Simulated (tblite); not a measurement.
# C5H12OSi2: the cost of one run

The runs use tblite 0.8.0 and PySCF 2.14.0, with density-fitted response routines of our own; the level of theory stands in each step. All values are computed, except where a source is named. Atoms are numbered from 0 throughout.

## Step 1: Starting geometry

20 atoms, charge 0, multiplicity 1; geometry from: force field or distance geometry start.

Bonds of the start (Å): C0–C1 1.53, C1–C2 1.51, C1–O3 1.43, O3–Si4 1.66, Si4–C5 1.86, C5–C6 1.20, C6–Si7 1.88, C0–H8 1.09, C0–H9 1.10, C0–H10 1.10, C1–H11 1.10, C2–H12 1.09, C2–H13 1.10, C2–H14 1.10, Si4–H15 1.48, Si4–H16 1.49, Si7–H17 1.49, Si7–H18 1.49, Si7–H19 1.48.

## Step 2: Relaxing the molecule with GFN2-xTB

What the job is given:

```
{"job": {"kind": "relax", "xc": "GFN2-xTB", "basis": "xTB"}, "charge": 0, "multiplicity": 1}
C     -1.775400    -0.786600     0.666900
C     -1.549900     0.539400    -0.072200
C     -2.848100     1.290600    -0.232700
O     -1.029800     0.253200    -1.370200
Si     0.510500     0.728800    -1.763900
C      1.817400    -0.064200    -0.696300
C      2.654200    -0.576100     0.002000
Si     3.947000    -1.385100     1.096700
H     -0.839100    -1.335900     0.789700
H     -2.460700    -1.434500     0.100900
H     -2.219200    -0.617500     1.657400
H     -0.864000     1.151100     0.534700
H     -2.691300     2.236600    -0.759900
H     -3.565700     0.716300    -0.838600
H     -3.319000     1.530600     0.733100
H      0.749800     0.396100    -3.183100
H      0.582300     2.209000    -1.626400
H      4.320400    -2.723700     0.548500
H      3.410700    -1.574400     2.473500
H      5.164700    -0.543100     1.177400
```

Run with:

```sh
$ OMP_NUM_THREADS=1 python probes_run.py task.json out
```

One launch serves the whole session: the jobs run in the order shown.

**Question.** How long does this first job take on 1 thread of Intel Xeon at 2.50GHz, shared host, and how much memory does it need?

About 3.5 s, with a peak of 0.18 GiB.
